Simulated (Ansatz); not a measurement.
**CaPt (rocksalt type): a relaxation**

Wanted: a converged relaxation for CaPt (rocksalt type), and a check of what comes out. The structure is shown as the input types it.

Method: DFT, r2SCAN, all-electron LAPW, Dirac equation with spin-orbit coupling, in Ansatz 0.2.0.

## (1) The starting structure

It takes space group Fm-3m (No. 225, cubic). Conventional cell: a = 5.797 Å, b = 5.797 Å, c = 5.797 Å, α = 90.00°, β = 90.00°, γ = 90.00°. Ca (site symmetry m-3m) has 6 Pt at 2.90 Å as nearest neighbours. Pt (site symmetry m-3m) is surrounded by 6 Ca at 2.90 Å.

Structure file:

```
Ca Pt
1.0
     0.00000    2.89842    2.89842
     2.89842    0.00000    2.89842
     2.89842    2.89842    0.00000
Ca Pt
1 1
Direct
  0.00000 0.00000 0.00000
  0.50000 0.50000 0.50000
```

## (2) Input and run

The input, input.yaml:

```yaml
crystal:
  lattice:
    - [0.0, 2.898417632, 2.898417632]
    - [2.898417632, 0.0, 2.898417632]
    - [2.898417632, 2.898417632, 0.0]
  atoms:
    - { symbol: Ca, position: [0.0, 0.0, 0.0] }
    - { symbol: Pt, position: [0.5, 0.5, 0.5] }
kpoints:
  mp_grid: { grid: [12, 12, 12] }
scf:
  occupations: { method: fermi_dirac, width: 0.05 }
hamiltonian:
  xc: r2scan
  pseudopotentials: { kind: all_electron, lapw: { basis_error: 0.0005 } }
output:
  forces: true
  stress: true
  eigenvalues: true
relax:
  f_tol: 0.005
  max_steps: 10
  cell: {}
magnetization:
  noncollinear: true
  spin_orbit: true
```

Command:

```bash
$ ansatz run input.yaml --threads 1 --pin off --max-ram 2048MiB --backend cpu --events-out ev --progress --plain --runs-dir out
```

The program printed:

```text
Error: hamiltonian.pseudopotentials.kind: all_electron, on LAPW, beside a feature not built for it (hamiltonian.xc, which takes an LDA or GGA without exact exchange or non-local correlation, or without spinors a meta-GGA of tau (r2scan, mr2scan)) — this kind: all_electron run is on LAPW (the input types lapw, or this build lists no dataset of some species for it), which doesn't serve the settings named, or a reason given rules them out; change or remove each, or, where each species has a listed dataset, leave lapw and dirac_shells out and run without spin–orbit coupling, or set another kind (and leave the keys of all_electron out)
```

Wall time 0.06 s (1 thread of Arm Neoverse N1, shared host); peak memory 0.047 GiB.

## (3) What went wrong

The program refused the input before any cycle. The line that matters: «hamiltonian.pseudopotentials.kind: all_electron, on LAPW, beside a feature not built for it (hamiltonian.xc, which takes an LDA or GGA without exact exchange or non-local correlation, or without spinors a meta-GGA of tau (r2scan ...»

What was asked isn't available in this combination.

Remedy: choose a set-up that the feature supports.

## (4) What came out

| quantity | value |
| --- | --- |
| ending | refused |
| cause | not implemented for this set-up |

What this shows: The run has to be repeated with the input mended.
